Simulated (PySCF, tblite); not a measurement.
**Si4H9 radical, a cluster model of a defect (Si site with back bonds [SiH3], [SiH3], [SiH3]): EPR parameters**

What EPR parameters should one expect for `[SiH3][Si]([SiH3])[SiH3]`? It is drawn as: dangling bond.

Computed with tblite 0.8.0 and PySCF 2.14.0; each step states its level. No surroundings beyond the atoms listed, unless a continuum is named. Atoms count from 0, parts from 1.

## (1) Starting point

13 atoms, charge 0, multiplicity 2; geometry: distance geometry start.

## (2) Geometry optimisation with GFN2-xTB

Job settings and geometry (Å):

```
{"job": {"kind": "relax", "xc": "GFN2-xTB", "basis": "xTB"}, "charge": 0, "multiplicity": 2}
Si     0.473808     0.856750    -0.522570
Si     1.889105     2.121711     0.632341
Si    -0.822929    -0.469076     0.685838
Si    -0.452905     1.805635    -2.288492
H      1.299324     3.379928     0.910976
H      2.233986     1.472061     1.828381
H      3.079651     2.324862    -0.131524
H     -0.866693    -1.755643     0.086867
H     -2.141513     0.087577     0.757075
H     -0.293542    -0.608303     1.997143
H      0.164463     1.338266    -3.477580
H     -1.823295     1.490109    -2.333274
H     -0.292274     3.209351    -2.204532
```

Level: GFN2-xTB geometry optimisation, gas phase.

On the command line:

```
$ OMP_NUM_THREADS=1 python cluster_run.py task.json out
```

This one command runs all jobs of the session in turn.

**Question.** The jobs that follow are: PBE0-D3(BJ)/def2-SVP geometry optimisation, gas phase; UKS B3LYP, IGLO-III on Si, pcH-1 on H, non-relativistic, mean-field spin-orbit, GIAO; UKS BHandHLYP, IGLO-III on Si, pcH-1 on H, non-relativistic, mean-field spin-orbit, GIAO. Predict: rotational constants (main isotopes); g(iso) (B3LYP); ⟨S²⟩; largest a(iso) (averaged by class).

**Answer**, as computed:

```
                            quantity                    value
rotational constants (main isotopes)     1.86, 1.86, 0.98 GHz
                      g(iso) (B3LYP)                  2.00548
                                ⟨S²⟩       0.754 (exact 0.75)
  largest a(iso) (averaged by class)  29Si on Si0, -252.6 MHz
```

Over 20 steps the energy fell by 0.206 eV; of the close pairs, Si3–H10 changed most, 1.442 to 1.495 Å (PBE0/def2-SVP). Most of the unpaired spin sits on Si0 (0.97 e). The isotropic g lies 3.2 ppt above the free-electron value. The coupling of 29Si on Si0 runs from -283.5 (BHandHLYP/IGLO-III+pcH-1) to -252.6 MHz (B3LYP/IGLO-III+pcH-1). A capped cluster stands for the solid here, so long-range fields and strain are missing, and bands or shifts of the capping hydrogens have no counterpart in it.
